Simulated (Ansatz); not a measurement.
**C2H5GeNO: up Jacob's ladder to CCSD(T)**

The task here is to estimate one member of a computed series from the others.

Computed with Ansatz 0.2.0, Gaussian basis. Level: functionals in def2-TZVPP, the program's frozen cores in correlated methods.

The runs, in order: PBE-D4, r2SCAN-D4, PBE0-D4, B3LYP-D4, ωB97X-V, ωB97M-V, B2PLYP; CCSD(T)/def2-TZVPP; MP2/def2-QZVPP; extrapolation to the limit.

**The geometry**

The geometry comes from an earlier relaxation with PBE0-D4 in a triple-zeta def2 set; it is a stationary point, not always the lowest conformer.

SMILES `NC#C[O][GeH3]`, 10 atoms, charge 0, spin multiplicity 1.

Atoms are counted from 1 here; the program's logs count them from 0.

Bond lengths: N1–C2 1.355 Å, N1–H6 1.009 Å, N1–H7 1.009 Å, C2–C3 1.202 Å, C3–O4 1.301 Å, O4–Ge5 1.817 Å, Ge5–H8 1.533 Å, Ge5–H9 1.533 Å, Ge5–H10 1.531 Å. Angles: C2–N1–H6 114.5°, C2–N1–H7 114.5°, H6–N1–H7 111.2°, N1–C2–C3 175.8°, C2–C3–O4 179.3°, C3–O4–Ge5 116.0°, O4–Ge5–H8 107.2°, O4–Ge5–H9 107.2°, O4–Ge5–H10 103.5°, H8–Ge5–H9 111.9°, H8–Ge5–H10 113.1°, H9–Ge5–H10 113.1°.

Set-up of the first run:

Contents of in.yaml:

```yaml
crystal:
  periodic: [false, false, false]
  atoms:
    - {symbol: N, position_ang: [-1.486830, 1.263930, -1.946321]}
    - {symbol: C, position_ang: [-0.576837, 0.526270, -1.265036]}
    - {symbol: C, position_ang: [0.266210, -0.149930, -0.738609]}
    - {symbol: O, position_ang: [1.184896, -0.885364, -0.183366]}
    - {symbol: Ge, position_ang: [1.142209, -0.978211, 1.630456]}
    - {symbol: H, position_ang: [-1.431515, 2.257430, -1.777798]}
    - {symbol: H, position_ang: [-2.437022, 0.932777, -1.869024]}
    - {symbol: H, position_ang: [1.317210, 0.449723, 2.161466]}
    - {symbol: H, position_ang: [-0.216020, -1.572833, 2.021926]}
    - {symbol: H, position_ang: [2.320599, -1.894893, 1.969107]}
basis:
  gaussian: {orbitals: def2-TZVPP}
hamiltonian: {xc: pbe, dispersion: d4}
output: {forces: true, orbitals: {seedname: orbitals}}
```

Run with:

```sh
ansatz run in.yaml --threads 4 --pin off --events-out ev --progress --plain --max-ram 10444MiB
```

Steps of the session up to this table: PBE-D4 (GGA); r2SCAN-D4 (meta-GGA); PBE0-D4 (hybrid); B3LYP-D4 (hybrid); ωB97X-V (range-separated); ωB97M-V (range-separated); B2PLYP (double hybrid); CCSD(T) in def2-TZVPP; MP2 in def2-QZVPP.

One of the session's tables, all rows but one given; the rest of the session is left out.

It belongs to the step «Atomisation energies». 

| method | atomisation energy (kJ/mol) |
| --- | --- |
| PBE-D4 | 3704.6 |
| r2SCAN-D4 | ? |
| PBE0-D4 | 3593.8 |
| B3LYP-D4 | 3588.3 |
| ωB97X-V | 3599.0 |
| ωB97M-V | 3586.9 |
| B2PLYP | 3552.3 |
| HF/def2-TZVPP | 2381.5 |
| MP2/def2-TZVPP | 3561.6 |
| CCSD/def2-TZVPP | 3403.0 |
| CCSD(T)/def2-TZVPP | 3477.1 |
| MP2/CBS | 3665.1 |
| CCSD(T)/CBS | 3580.6 |

**Question.** Estimate the row for r2SCAN-D4.

**Answer.** atomisation energy (kJ/mol): 3588.5. In the column «atomisation energy (kJ/mol)» it lies between B3LYP-D4 (3588.3) and PBE0-D4 (3593.8).
